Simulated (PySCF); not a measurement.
# CH12AsNSi3: electronic excitations

Aim: predict the electronic excitations of CH12AsNSi3 (`C[Si@H]([AsH2])N([SiH3])[SiH3]`).

The runs use PySCF 2.14.0, with density-fitted response routines of our own; the level of theory stands in each step. All values are computed, except where a source is named. Atoms are numbered from 0 throughout.

## (1) The molecule as given

18 atoms, charge 0, multiplicity 1; geometry from: GFN2-xTB.

Bonds of the start (Å): C0–Si1 1.91, Si1–As2 2.32, Si1–N3 1.76, N3–Si4 1.74, N3–Si5 1.74, C0–H6 1.09, C0–H7 1.09, C0–H8 1.09, Si1–H9 1.48, As2–H10 1.50, As2–H11 1.51, Si4–H12 1.47, Si4–H13 1.47, Si4–H14 1.46, Si5–H15 1.46, Si5–H16 1.47, Si5–H17 1.46.

## (2) TDDFT and polarisability: PBE0/def2-SVPD

The job: settings as JSON, then the geometry in Å.

```
{"job": {"kind": "uv", "xc": "PBE0", "basis": "def2-SVPD", "nstates": 8, "ntriplets": 3}, "charge": 0, "multiplicity": 1}
C      1.294394    -1.577727     0.639816
Si     0.429907    -0.594917    -0.748483
As     1.903371     0.750325    -1.935698
N     -0.869498     0.358553    -0.049508
Si    -0.796470     2.094334    -0.103332
Si    -2.092422    -0.469068     0.874665
H      0.603697    -2.239150     1.153513
H      1.727116    -0.909175     1.380868
H      2.099106    -2.183121     0.230085
H     -0.231346    -1.575892    -1.641897
H      2.646633     1.150557    -0.692715
H      2.861793    -0.402879    -2.090586
H     -0.671671     2.505189    -1.510619
H      0.369373     2.570487     0.659514
H     -2.027819     2.611537     0.485747
H     -2.226646    -1.812004     0.314340
H     -1.687273    -0.547803     2.282705
H     -3.341003     0.277072     0.739928
```

Level: TDDFT PBE0/def2-SVPD, vertical, gas phase, core orbitals frozen in the response.

On the command line:

```sh
OMP_NUM_THREADS=1 python probes_run.py task.json out
```

This one command runs all jobs of the session in turn.

Predict these results of the whole session: lowest singlet (PBE0/def2-SVPD); brightest single state of those computed; lowest triplet.

The runs gave:

| quantity | value |
| --- | --- |
| lowest singlet (PBE0/def2-SVPD) | 5.67 eV (219 nm), f = 0.003 |
| brightest single state of those computed | state 8, 6.91 eV, f = 0.045 |
| lowest triplet | 5.27 eV |

The first singlet state (HOMO→LUMO 0.95) lies at 5.67 eV and is weak; of the 8 states computed, the strongest absorption comes from state 8 at 6.91 eV (the last computed, so partners may be missing). The lowest triplet lies 0.40 eV below the lowest singlet (triplets in Tamm-Dancoff, singlets in full TDDFT).
